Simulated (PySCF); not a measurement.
# C8H11BO2: excited states, first hyperpolarisability

What do calculations give for the excited states, first hyperpolarisability of C8H11BO2 (`CCc1ccc(B(O)O)cc1`)?

Programs: PySCF 2.14.0, with routines of our own; each step states its level. All values are computed. Atoms count from 0.

## Step 1: The system as given

22 atoms, charge 0, multiplicity 1; geometry from: GFN2-xTB.

## Step 2: Relaxing the molecule at PBE0-D3(BJ)/def2-SVP

What the job is given:

```
{"job": {"xc": "PBE0", "basis": "def2-SVP", "d3": "d3bj", "grid": 2, "kind": "geom"}, "charge": 0, "multiplicity": 1}
C      3.255080     0.762061    -0.550799
C      2.642122    -0.358315     0.291956
C      1.142768    -0.308478     0.220882
C      0.471101    -0.831278    -0.878190
C     -0.903978    -0.752396    -0.968529
C     -1.667177    -0.151875     0.034594
B     -3.240628    -0.091703    -0.095075
O     -4.070096     0.367934     0.885444
O     -3.811351    -0.526971    -1.239960
C     -0.980942     0.369841     1.131479
C      0.396684     0.296415     1.223146
H      2.931260     1.732711    -0.181310
H      4.341422     0.719340    -0.511038
H      2.940395     0.670676    -1.587974
H      2.996323    -1.322007    -0.080952
H      2.969907    -0.251822     1.328081
H      1.036711    -1.305714    -1.668261
H     -1.416509    -1.161236    -1.825918
H     -3.647706     0.663468     1.689751
H     -4.767310    -0.463454    -1.237787
H     -1.528511     0.852110     1.932582
H      0.900023     0.709295     2.087029
```

On the command line:

```bash
OMP_NUM_THREADS=1 python excited_run.py task.json out
```

One launch serves the whole session: the jobs run in the order shown.

The program printed:

```text
step   0  E = -486.00368721  max force = 0.011392
step   1  E = -486.00572883  max force = 0.001869
step   2  E = -486.00576352  max force = 0.000490
step   3  E = -486.00576679  max force = 0.000353
optimisation converged
```

Wall time 86 s (1 thread of Arm Neoverse V2, shared host); peak memory 0.96 GiB.

Step by step:

```tsv
step	energy from step 0 (eV)	largest force component (eV/Å)
0	0.0000	0.5858
1	-0.0556	0.0961
2	-0.0565	0.0252
3	-0.0566	0.0182
```

Close pairs (by a distance rule), those that changed most:

```tsv
bond	before (Å)	after (Å)	change (Å)
C4–H17	1.079	1.093	+0.013
C0–H13	1.088	1.101	+0.013
C0–H11	1.088	1.101	+0.013
C3–H16	1.081	1.094	+0.013
C0–H12	1.088	1.101	+0.013
C9–H20	1.084	1.096	+0.013
C10–H21	1.082	1.094	+0.012
C5–B6	1.580	1.569	-0.011
```

The end geometry stands in the next job.

```tsv
at the end point	value
point group (found at 0.08 Å tolerance)	C1
rotational constants (GHz, main isotopes)	3.077, 0.527, 0.470
dipole moment (D)	1.36
```

## Step 3: Excited states: TDA CAM-B3LYP/def2-SVPD

What the job is given:

```
{"job": {"kind": "states", "xc": "CAM-B3LYP", "basis": "def2-SVPD", "tda": true, "soc": true, "nstates": 6, "ntriplets": 5, "nquad": 4}, "charge": 0, "multiplicity": 1}
C      3.308902     0.919941    -0.724790
C      2.657642    -0.203069     0.079149
C      1.154931    -0.168733     0.006871
C      0.478217    -0.704436    -1.096744
C     -0.907259    -0.634271    -1.189883
C     -1.675994    -0.027533    -0.183847
B     -3.237582     0.029054    -0.319712
O     -4.065795     0.524067     0.647511
O     -3.805170    -0.442653    -1.462129
C     -0.990860     0.506814     0.916037
C      0.396392     0.439923     1.012558
H      2.992552     1.906174    -0.352029
H      4.406808     0.868337    -0.664730
H      3.023903     0.863456    -1.786580
H      3.017788    -1.177060    -0.291073
H      2.974121    -0.134514     1.132218
H      1.051973    -1.188539    -1.892749
H     -1.417921    -1.059883    -2.057162
H     -3.599462     0.817008     1.434838
H     -4.764855    -0.365581    -1.433063
H     -1.540411     0.994962     1.729230
H      0.903163     0.864449     1.883952
```

With the program's defaults for keys left out, this is: TDA CAM-B3LYP/def2-SVPD excited states, vertical, gas phase, spin-orbit mean-field couplings.

The program printed:

```text
coarse grid: 18768 points
cycle   1  E = -486.0777686291  dE =  1.898e+00  |g| = 8.534e-01  |ddm| = 1.603e+01
cycle   2  E = -486.0412666544  dE =  3.650e-02  |g| = 1.019e+00  |ddm| = 4.032e+00
cycle   3  E = -486.2277438110  dE = -1.865e-01  |g| = 6.844e-02  |ddm| = 1.454e+00
cycle   4  E = -486.2286058266  dE = -8.620e-04  |g| = 3.546e-02  |ddm| = 3.271e-01
cycle   5  E = -486.2289222886  dE = -3.165e-04  |g| = 7.782e-03  |ddm| = 1.669e-01
cycle   6  E = -486.2289352226  dE = -1.293e-05  |g| = 3.348e-03  |ddm| = 3.350e-02
cycle   7  E = -486.2289383205  dE = -3.098e-06  |g| = 6.155e-04  |ddm| = 1.232e-02
final grid: 182384 points
cycle   8  E = -486.3343413630  dE = -5.908e-05  |g| = 3.930e-03  |ddm| = 2.410e-01
cycle   9  E = -486.3343424566  dE = -1.094e-06  |g| = 3.584e-03  |ddm| = 4.105e-02
cycle  10  E = -486.3343456131  dE = -3.157e-06  |g| = 4.521e-04  |ddm| = 1.224e-02
cycle  11  E = -486.3343456445  dE = -3.142e-08  |g| = 3.096e-04  |ddm| = 2.186e-03
cycle  12  E = -486.3343456694  dE = -2.480e-08  |g| = 3.494e-05  |ddm| = 1.244e-03
cycle  13  E = -486.3343456697  dE = -3.379e-10  |g| = 1.538e-05  |ddm| = 1.853e-04
converged SCF energy = -486.3343456697

Singlet excitations
state   eV       nm        f     d(h-e)  d(exc)  Lambda  PR(NTO)  |dmu|/D   mu/D   main configurations
  1   5.2779   234.9   0.00317   0.152   2.812   0.655   1.980    0.448    1.898   H-1->L 0.53, H->L+2 0.42
  2   5.9251   209.3   0.23006   0.421   3.015   0.800   1.572    1.525    2.809   H->L 0.75, H-1->L+2 0.19
  3   6.6034   187.8   0.00099   2.343   4.534   0.237   1.021    9.645   10.236   H->L+1 0.87
  4   6.8384   181.3   0.00536   2.134   4.349   0.215   1.035    8.349    8.790   H-1->L+1 0.80, H-1->L+3 0.09
  5   7.0738   175.3   0.01207   0.303   2.994   0.574   1.058                     H-2->L 0.93
  6   7.1294   173.9   0.48778   0.389   3.029   0.630   2.254                     H->L+2 0.49, H-1->L 0.39

Triplet excitations (Tamm-Dancoff)
state   eV     d(h-e)  d(exc)  Lambda  PR(NTO)   main configurations
  1   3.8747   0.106   2.622   0.791   1.635   H->L 0.70, H-1->L+2 0.21
  2   4.5953   0.201   2.775   0.645   1.466   H-1->L 0.73, H->L+2 0.17
  3   4.6559   0.105   2.686   0.831   1.593   H-1->L+2 0.65, H->L 0.21, H->L+2 0.09
  4   4.9970   0.187   2.758   0.684   1.471   H->L+2 0.72, H-1->L 0.21
  5   6.5480   0.196   3.030   0.541   1.226   H-2->L 0.82
S1 - T1 = 1.4033 eV

Spin-orbit couplings |<S|Hso|T>| (cm-1)
             T1       T2       T3       T4       T5
S0        0.219    0.092    0.177    0.134    4.909
S1        0.087    0.011    0.044    0.006    1.129
S2        0.030    0.107    0.029    0.165    2.087
S3        1.798    0.471    1.022    1.001    0.056
S4        0.594    1.957    1.010    0.910    0.153
S5        1.447    1.163    0.782    0.620    0.278
S6        0.229    0.433    0.212    0.112    0.991
T1 sublevels (cm-1): 0.000 0.000 0.000   radiative rates (1/s): 0.00849 0.00411 0.00029
```

Wall time 1.9 min (1 thread of Arm Neoverse V2, shared host); peak memory 1.5 GiB.

Key values:

```tsv
quantity	value
S1 less T1	1.40 eV
```

## Step 4: Excited states: TDDFT CAM-B3LYP/def2-SVPD

Settings changed since step 3:

```diff
@@ -1,2 +1,2 @@
-{"job": {"kind": "states", "xc": "CAM-B3LYP", "basis": "def2-SVPD", "tda": true, "soc": true, "nstates": 6, "ntriplets": 5, "nquad": 4}, "charge": 0, "multiplicity": 1}
+{"job": {"kind": "states", "xc": "CAM-B3LYP", "basis": "def2-SVPD", "tpa": true, "nstates": 8, "nquad": 6, "ntriplets": 0}, "charge": 0, "multiplicity": 1}
 C      3.308902     0.919941    -0.724790
```

With the program's defaults for keys left out, this is: TDDFT CAM-B3LYP/def2-SVPD excited states, vertical, gas phase, two-photon moments by quadratic response.

The program printed:

```text
coarse grid: 18768 points
cycle   1  E = -486.0777686291  dE =  1.898e+00  |g| = 8.534e-01  |ddm| = 1.603e+01
cycle   2  E = -486.0412666544  dE =  3.650e-02  |g| = 1.019e+00  |ddm| = 4.032e+00
cycle   3  E = -486.2277438110  dE = -1.865e-01  |g| = 6.844e-02  |ddm| = 1.454e+00
cycle   4  E = -486.2286058266  dE = -8.620e-04  |g| = 3.546e-02  |ddm| = 3.271e-01
cycle   5  E = -486.2289222886  dE = -3.165e-04  |g| = 7.782e-03  |ddm| = 1.669e-01
cycle   6  E = -486.2289352226  dE = -1.293e-05  |g| = 3.348e-03  |ddm| = 3.350e-02
cycle   7  E = -486.2289383205  dE = -3.098e-06  |g| = 6.155e-04  |ddm| = 1.232e-02
final grid: 182384 points
cycle   8  E = -486.3343413630  dE = -5.908e-05  |g| = 3.930e-03  |ddm| = 2.410e-01
cycle   9  E = -486.3343424566  dE = -1.094e-06  |g| = 3.584e-03  |ddm| = 4.105e-02
cycle  10  E = -486.3343456131  dE = -3.157e-06  |g| = 4.521e-04  |ddm| = 1.224e-02
cycle  11  E = -486.3343456445  dE = -3.142e-08  |g| = 3.096e-04  |ddm| = 2.186e-03
cycle  12  E = -486.3343456694  dE = -2.480e-08  |g| = 3.494e-05  |ddm| = 1.244e-03
cycle  13  E = -486.3343456697  dE = -3.379e-10  |g| = 1.538e-05  |ddm| = 1.853e-04
converged SCF energy = -486.3343456697

Singlet excitations
state   eV       nm        f     d(h-e)  d(exc)  Lambda  PR(NTO)  |dmu|/D   mu/D   delta(TPA)   sigma/GM   main configurations
  1   5.2233   237.4   0.00408   0.145   2.796   0.654   1.981    0.514    1.944        0.86      0.009   H-1->L 0.55, H->L+2 0.40
  2   5.7029   217.4   0.21384   0.404   2.987   0.793   1.564    1.452    2.752       77.24      0.920   H->L 0.80, H-1->L+2 0.15
  3   6.5998   187.9   0.00944   2.296   4.509   0.240   1.044    9.404    9.998       19.16      0.306   H->L+1 0.86
  4   6.6557   186.3   0.32666   0.379   3.031   0.634   2.264    1.192    2.418        4.19      0.068   H->L+2 0.55, H-1->L 0.40
  5   6.8001   182.3   0.77087   0.267   2.972   0.750   1.557    0.793    1.885       21.11      0.358   H-1->L+2 0.71, H->L 0.14, H-1->L+1 0.09
  6   6.8425   181.2   0.05684   2.046   4.277   0.266   1.058    7.884    8.345       26.93      0.462   H-1->L+1 0.72, H-1->L+2 0.09, H-1->L+3 0.08
  7   7.0391   176.1   0.00399   0.316   2.991   0.574   1.049                                            H-2->L 0.94
  8   7.3549   168.6   0.00646   0.865   4.142   0.296   1.603                                            H->L+3 0.44, H->L+4 0.22, H-3->L 0.14
```

Run time: 2.6 min. Hardware: 1 thread of Arm Neoverse V2, shared host; peak memory 1.5 GiB.

## Step 5: First hyperpolarisability: quadratic response CAM-B3LYP/def2-SVPD

Settings changed since step 4:

```diff
@@ -1,2 +1,2 @@
-{"job": {"kind": "states", "xc": "CAM-B3LYP", "basis": "def2-SVPD", "tpa": true, "nstates": 8, "nquad": 6, "ntriplets": 0}, "charge": 0, "multiplicity": 1}
+{"job": {"kind": "beta", "xc": "CAM-B3LYP", "basis": "def2-SVPD"}, "charge": 0, "multiplicity": 1}
 C      3.308902     0.919941    -0.724790
```

Method: quadratic response CAM-B3LYP/def2-SVPD first hyperpolarisability, Taylor convention, gas phase.

The program printed:

```text
coarse grid: 18768 points
cycle   1  E = -486.0777686291  dE =  1.898e+00  |g| = 8.534e-01  |ddm| = 1.603e+01
cycle   2  E = -486.0412666544  dE =  3.650e-02  |g| = 1.019e+00  |ddm| = 4.032e+00
cycle   3  E = -486.2277438110  dE = -1.865e-01  |g| = 6.844e-02  |ddm| = 1.454e+00
cycle   4  E = -486.2286058266  dE = -8.620e-04  |g| = 3.546e-02  |ddm| = 3.271e-01
cycle   5  E = -486.2289222886  dE = -3.165e-04  |g| = 7.782e-03  |ddm| = 1.669e-01
cycle   6  E = -486.2289352226  dE = -1.293e-05  |g| = 3.348e-03  |ddm| = 3.350e-02
cycle   7  E = -486.2289383205  dE = -3.098e-06  |g| = 6.155e-04  |ddm| = 1.232e-02
final grid: 182384 points
cycle   8  E = -486.3343413630  dE = -5.908e-05  |g| = 3.930e-03  |ddm| = 2.410e-01
cycle   9  E = -486.3343424566  dE = -1.094e-06  |g| = 3.584e-03  |ddm| = 4.105e-02
cycle  10  E = -486.3343456131  dE = -3.157e-06  |g| = 4.521e-04  |ddm| = 1.224e-02
cycle  11  E = -486.3343456445  dE = -3.142e-08  |g| = 3.096e-04  |ddm| = 2.186e-03
cycle  12  E = -486.3343456694  dE = -2.480e-08  |g| = 3.494e-05  |ddm| = 1.244e-03
cycle  13  E = -486.3343456697  dE = -3.379e-10  |g| = 1.538e-05  |ddm| = 1.853e-04
converged SCF energy = -486.3343456697

Lowest singlets (eV, f): 5.2233 0.0041  5.7029 0.2139  6.5998 0.0094

First hyperpolarisability (au)
process     nm      |vector|   parallel      HRS      DR
static         -      208.15      70.76     104.95   3.121
shg       1907.0      224.71      77.11      112.1   3.192
eope      1907.0      213.47       72.8          -       -
shg       1064.0      268.83      94.13     131.05   3.364
eope      1064.0      225.95      77.59          -       -
```

It took 1.9 min on 1 thread of Arm Neoverse V2, shared host; peak memory 1.5 GiB.

## Step 6: Outcome

| quantity | value |
| --- | --- |
| point group | C1 |
| rotational constants (main isotopes) | 3.08, 0.53, 0.47 GHz |
| S1 less T1 (step 3, TDA CAM-B3LYP/def2-SVPD) | 1.40 eV |
| β vector (step 5, quadratic response CAM-B3LYP/def2-SVPD) | static 208, SHG 1907.0 nm 225, SHG 1064.0 nm 269 au |

**Reading.** Relaxing lowered the energy by 0.057 eV in 3 steps; the close pair that moved most is C4–H17, from 1.079 to 1.093 Å. In step 3, the number of triplets below S1 is 4, and the largest singlet-triplet spin-orbit coupling is S0–T5, 4.91 cm⁻¹. β grows from 208 au (static) to 269 au for doubling at 1064.0 nm: normal dispersion, which grows as twice the photon energy moves toward the bright states.
